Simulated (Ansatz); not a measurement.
Predict the output of the script below (Ansatz's Python interface).

Script `freq_c2hbr2f.py`:
```python
"""Harmonic frequencies of C2HBr2F at its relaxed geometry."""

import logging
import sys

import ansatz
from ase import Atoms
import numpy as np

logging.basicConfig(stream=sys.stdout, format="%(name)s: %(message)s")
log = logging.getLogger("ansatz_job")
log.setLevel(logging.INFO)

BASIS = "def2-SVP"
XC = "PBE0"
VDW = "d4"

atoms = Atoms(["F", "C", "Br", "C", "Br", "H"], positions=[
    [0.619, -1.1934, 1.2923],
    [0.4008, -0.5442, 0.1081],
    [1.1568, -1.264, -1.3673],
    [-0.4103, 0.528, 0.1751],
    [-0.9269, 1.6133, -1.2416],
    [-0.8046, 0.8692, 1.1135],
])
mol = ansatz.Crystal.molecule_from_ase(atoms)

calculation = (
    mol.calculation()
    .basis(gaussian=BASIS)
    .functional(XC, dispersion=VDW)
)
symbols = [site.symbol for site in mol.cartesian_sites]
start = np.array([site.position_ang for site in mol.cartesian_sites], dtype=float)
r = calculation.relax(force_tolerance=0.003).run(threads=1, pin="off").report
end = np.array(r["positions_ang"])

log.info("bond        before    after (A)")
for i, j in [(0, 1), (1, 2), (1, 3), (3, 4), (3, 5)]:
    d0, d1 = (np.linalg.norm(xyz[i] - xyz[j]) for xyz in (start, end))
    print(f"{symbols[i]}{i}-{symbols[j]}{j}".ljust(10), f"{d0:8.4f} {d1:8.4f}")

# frequencies need a stationary point, so they are taken at the relaxed geometry
minimum = ansatz.Crystal.molecule()
for symbol, xyz in zip(symbols, end):
    minimum = minimum.atom(symbol, xyz.tolist())
vibrating = (
    minimum.calculation()
    .basis(gaussian=BASIS)
    .functional(XC, dispersion=VDW)
    .phonons(temperatures=(100, 500, 100))
)
vib = vibrating.run(threads=1, pin="off").report["vibrations"]
sums = vib["harmonic_sums"]
modes = [m["omega_inv_cm"] for m in sums["modes_at_gamma"] if m["rigid_motion"] == "no"]
print("frequencies (1/cm):", " ".join(f"{w:.0f}" for w in modes))
print("imaginary modes:", sum(w < 0 for w in modes), " zero-point energy:", round(sums["zero_point_energy_ev"], 4), "eV")
log.info("T (K)   F_vib (eV)   S_vib (meV/K)   C_vib (meV/K)")
for row in zip(sums["temperatures_k"], sums["vibrational_free_energy_ev"], vib["entropy_ev_per_k"], vib["heat_capacity_ev_per_k"]):
    log.info(f"{row[0]:6.1f} {row[1]:11.4f} {1000 * row[2]:13.4f} {1000 * row[3]:15.4f}")
```

```console
$ python freq_c2hbr2f.py
ansatz_job: bond        before    after (A)
F0-C1        1.3680   1.3193
C1-Br2       1.8073   1.8625
C1-C3        1.3461   1.3345
C3-Br4       1.8579   1.8566
C3-H5        1.0735   1.0915
frequencies (1/cm): 110 226 327 410 490 559 792 846 1186 1237 1725 3247
imaginary modes: 0  zero-point energy: 0.6915 eV
ansatz_job: T (K)   F_vib (eV)   S_vib (meV/K)   C_vib (meV/K)
ansatz_job:  100.0      0.6891        0.0769          0.1401
ansatz_job:  200.0      0.6737        0.2338          0.3288
ansatz_job:  300.0      0.6422        0.3960          0.4740
ansatz_job:  400.0      0.5949        0.5480          0.5823
ansatz_job:  500.0      0.5330        0.6870          0.6632
```

What to keep in mind:
- These settings explore the input space; basis and method may be short of convergence.
- The frequencies are harmonic and unscaled, in a modest basis. The result belongs to the one conformer reached from this start, and soft torsions count as harmonic oscillators.
- The whole script took 3.4 min on 1 thread of Intel(R) Xeon(R) Platinum 8488C (Sapphire Rapids), on a shared host, peak memory 0.38 GiB.

(Lines on the test bed's own set-up are left out of the output.)
